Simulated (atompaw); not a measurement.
**A PAW (atompaw) potential for oxygen, from input to tests**

Do these settings give a usable potential? It is generated, then checked for scattering, ghosts and hardness.

The numbers are computed with atompaw 4.2.0.5 (LDA (PW92), scalar-relativistic, spin-unpolarised reference atom).

**1. The design**

The settings as typed:

```json
{"element": "oxygen (O, Z = 8)", "type": "PAW", "frozen core": "[He]", "valence charge": "6", "reference configuration": "2s1 2p5", "partial waves": "2s (bound): rc 1.00 bohr; 2s channel at -1.25 Ry: rc 1.30 bohr; 2p (bound): rc 1.30 bohr; 2p channel at 0.7 Ry: rc 1.30 bohr; 3d channel at 0.4 Ry: rc 1.30 bohr", "local potential": "bessel scheme, radius 1.30 bohr", "core correction": "smooth core density matched at 1.30 bohr", "augmentation charge": "besselshape compensation charge, radius 1.30 bohr; PAW radius 1.30 bohr; waves and projectors: custom polynom2 7 10 vanderbiltortho"}
```

An earlier all-electron run gives the scale for the radii.

All-electron outer shells of the reference configuration (LDA (PW92), scalar-relativistic, ld1.x):

```tsv
shell	level (eV)	outermost node (bohr)	outermost maximum (bohr)
1s	-511.48	–	0.13
2s	-24.21	0.28	0.88
2p	-9.60	–	0.82
```

**2. The generation run**

O.input reads:

```
O 8
LDA-PW scalarrelativistic loggrid 1500 logderivrange -4 5 226
2 2 0 0 0 0
2 0 1
2 1 5
0 0 0
c
v
v
2
1.30 1.30 1.30 1.30
y
-1.25
n
y
0.7
n
y
0.4
n
custom polynom2 7 10 vanderbiltortho besselshape
bessel
1.00
1.30
1.30
1.30
1.30
PWSCFOUT
UPFDX 0.0125d0 UPFXMIN -7.d0 UPFZMESH 8.d0
END
```

Launch:

```bash
$ atompaw < O.input > O.log
```

Q: Predict the outcome of this session. Wanted: cutoffs for 10 and 1 mRy, occupied levels; bound ghosts; largest phase difference near zero energy, channels read; lowest eigenvalue of the overlap; share of valence orbitals outside the PAW sphere; UPF file.

**Answer**, as computed:

| quantity | value |
| --- | --- |
| cutoffs for 10 and 1 mRy, occupied levels | 40 Ry and 260 Ry |
| bound ghosts | none found |
| largest phase difference near zero energy, channels read | 0.000 rad |
| lowest eigenvalue of the overlap (Bessel basis) | 0.761 (s) |
| share of valence orbitals outside the PAW sphere | 2s 32 %, 2p 38 % |
| UPF file | written |

In words: By its cutoff, 40 Ry for the looser tolerance, it is of middling hardness. The tighter tolerance needs 260 Ry, and converged work needs a cutoff nearer that. The slowest occupied level is 2p: taken alone it needs 120 Ry to come within 1 mRy, against 21 Ry for 2s. It is free of bound ghosts as far as tested. Near zero energy the phases of the channels with partial waves agree within 0.001 rad. These are tests on the free atom; a crystal test is still owed.
